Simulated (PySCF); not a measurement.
# One shape, several levels: doublet [BF3]+

Wanted: a comparison of 6 runs (UHF/STO-3G, U-wB97M-V/aug-cc-pVDZ, UB2PLYP/aug-cc-pVDZ, UBHLYP/aug-cc-pVDZ, UM06-2X/aug-cc-pVDZ, USCS-MP2/aug-cc-pVDZ) of doublet [BF3]+. 

The results are computed with PySCF 2.14.0.

1 further run of the same task is left out (set aside as unsound or not needed).

## Step 1: Starting point

The species is [BF3]+ (4 atoms), meant as a doublet with charge +1. SMILES of the parent species: `FB(F)F`. Geometry: relaxed at PBE0-D4/def2-TZVP. That shape belongs to the parent species and isn't relaxed for this state.

Bond lengths: F1–B2 1.311 Å, B2–F3 1.311 Å, B2–F4 1.311 Å. Angles: F1–B2–F3 120.0°, F1–B2–F4 120.0°, F3–B2–F4 120.0°.

## Step 2: A single-point energy at UHF/STO-3G (run 1)

Contents of start.xyz:

```xyz
4
BF3
F      0.543870     0.210740     1.174280
B      0.000020     0.000000     0.000010
F     -0.265170    -1.223510    -0.389620
F     -0.278730     1.012770    -0.784660
```

Contents of calc.py:

```python
from pyscf import gto, scf

mol = gto.M(
    atom='start.xyz',
    verbose=3,
    charge=1,
    basis='sto-3g',
    spin=1,
    max_memory=1860,
)

calc0 = scf.UHF(mol)
calc0.conv_tol = 1e-10
calc0.kernel()
if not calc0.converged:
    calc0 = calc0.newton().run(calc0.mo_coeff, calc0.mo_occ)

energy = calc0.e_tot
print('E(%s) = %.9f' % ('HF', energy))
```

The run is started by

```
$ OMP_NUM_THREADS=1 python calc.py
```

The log of the run:

```text
converged SCF energy = -318.196949730501  <S^2> = 0.76299871  2S+1 = 2.0129567
E(HF) = -318.196949731
```

Run time: 0.7 s. Hardware: 1 thread of Arm Neoverse V1, shared host; peak memory 0.099 GiB.

## Step 3: The energy at U-wB97M-V/aug-cc-pVDZ (run 2)

Changes to start.xyz since step 2:

```diff
@@ -1,3 +1,3 @@
 4
-BF3
+
 F      0.543870     0.210740     1.174280
```

Contents of input.py:

```python
from pyscf import gto, dft

system = gto.M(
    atom='start.xyz',
    spin=1,
    charge=1,
    max_memory=1860,
    verbose=4,
    basis='aug-cc-pvdz',
)

ks = dft.UKS(system, xc='wb97m-v')
ks.grids.level = 5
ks.nlcgrids.level = 1
ks.conv_tol = 1e-10
ks.kernel()
if not ks.converged:
    ks = ks.newton().run(ks.mo_coeff, ks.mo_occ)

etot = ks.e_tot
print('E = %.10f Eh' % etot)
```

The run is started by

```
$ OMP_NUM_THREADS=1 python input.py
```

The log of the run:

```text
PySCF version 2.14.0

[... 63 lines left out ...]
WARN: HOMO -0.548744950543227 >= LUMO -0.548744950543225
[... 42 lines left out ...]
converged SCF energy = -323.946689695632  <S^2> = 0.75638977  2S+1 = 2.0063796
E = -323.9466896956 Eh
```

It took 74 s on 1 thread of Arm Neoverse V1, shared host; peak memory 0.52 GiB.

Runs 3 to 4 aren't shown in full; the table further down has their settings and results.

## Step 4: The energy at UM06-2X/aug-cc-pVDZ (run 5)

Contents of run.py:

```python
from pyscf import gto, dft

molecule = gto.M(
    atom='''
F      1.027765     0.398241     2.219068
B      0.000038     0.000000     0.000019
F     -0.501099    -2.312099    -0.736275
F     -0.526723     1.913858    -1.482793
''',
    spin=1,
    verbose=4,
    max_memory=1860,
    basis='aug-cc-pvdz',
    charge=1,
    unit='bohr',
)

mf = dft.UKS(molecule)
mf.xc = 'm06-2x'
mf.conv_tol = 1e-10
mf.grids.level = 5
mf.kernel()
if not mf.converged:
    mf = mf.newton().run(mf.mo_coeff, mf.mo_occ)

energy = mf.e_tot
print('E(%s) = %.9f' % ('M06-2X', energy))
```

The run is started by

```
$ OMP_NUM_THREADS=1 python run.py
```

The log of the run:

```text
PySCF version 2.14.0

[... 54 lines left out ...]
WARN: HOMO -0.549353384526776 >= LUMO -0.549353384526777
[... 42 lines left out ...]
converged SCF energy = -323.9080517664  <S^2> = 0.76112044  2S+1 = 2.0110897
E(M06-2X) = -323.908051766
```

Wall time 49 s (1 thread of Arm Neoverse V1, shared host); peak memory 0.51 GiB.

## Step 5: A single-point energy at USCS-MP2/aug-cc-pVDZ (run 6)

Changes to start.xyz since step 3:

```diff
@@ -1,3 +1,3 @@
 4
-
+BF3
 F      0.543870     0.210740     1.174280
```

Contents of job.py:

```python
from pyscf import gto, scf, mp

mol = gto.Mole()
mol.atom = 'start.xyz'
mol.spin = 1
mol.basis = 'aug-cc-pvdz'
mol.max_memory = 1860
mol.verbose = 3
mol.charge = 1
mol.build()

calc0 = scf.UHF(mol)
calc0.conv_tol = 1e-10
calc0.kernel()
if not calc0.converged:
    calc0 = calc0.newton().run(calc0.mo_coeff, calc0.mo_occ)

pt = mp.MP2(calc0, frozen=4).run()
energy = calc0.e_tot + 1.2 * pt.e_corr_os + pt.e_corr_ss / 3
print('Final energy', energy)
```

The run is started by

```
$ OMP_NUM_THREADS=1 python job.py
```

The log of the run:

```text
converged SCF energy = -322.61479452058  <S^2> = 0.79208364  2S+1 = 2.04165
E(UMP2) = -323.319356416646  E_corr = -0.704561896066346
E(SCS-UMP2) = -323.283893667338  E_corr = -0.669099146758281
Final energy -323.283893667338
```

Wall time 3.9 s (1 thread of Arm Neoverse V1, shared host); peak memory 0.23 GiB.

## Step 6: Overview of the runs

| run | level | integration grid | nlc grid | energy (Eh) | HOMO energy (eV) | LUMO energy (eV) | ⟨S²⟩ | wall time |
| --- | --- | --- | --- | --- | --- | --- | --- | --- |
| 1 | UHF/STO-3G | – | – | -318.196950 | -19.90 | -12.18 | 0.763 | 0.7 s |
| 2 | U-wB97M-V/aug-cc-pVDZ | 5 | 1 | -323.946690 | -23.73 | -16.40 | 0.756 | 74 s |
| 3 | UB2PLYP/aug-cc-pVDZ | 5 | – | -323.802127 | -22.37 | -17.29 | 0.766 | 24 s |
| 4 | UBHLYP/aug-cc-pVDZ | 5 | – | -323.888243 | -22.53 | -17.68 | 0.764 | 21 s |
| 5 | UM06-2X/aug-cc-pVDZ | 5 | – | -323.908052 | -22.77 | -17.76 | 0.761 | 49 s |
| 6 | USCS-MP2/aug-cc-pVDZ | – | – | -323.283894 | -23.72 | -15.07 | 0.792 | 3.9 s |

## Step 7: Summary of results

| quantity | value |
| --- | --- |
| run 6: total energy | -323.28389 Eh |
| run 6: HOMO energy (Hartree–Fock orbitals) (highest over α and β) | -23.72 eV |
| run 6: LUMO energy (Hartree–Fock orbitals) (lowest over α and β) | -15.07 eV |
| run 6: correlation energy (4 core orbitals frozen) | -669.1 mEh |
| run 6: ⟨S²⟩ of the reference determinant | 0.792 |

In words: Totals of different functionals can't be ranked against each other. In run 1 the basis is minimal, so the values are rough. All runs together took 2.9 min, the longest 74 s.
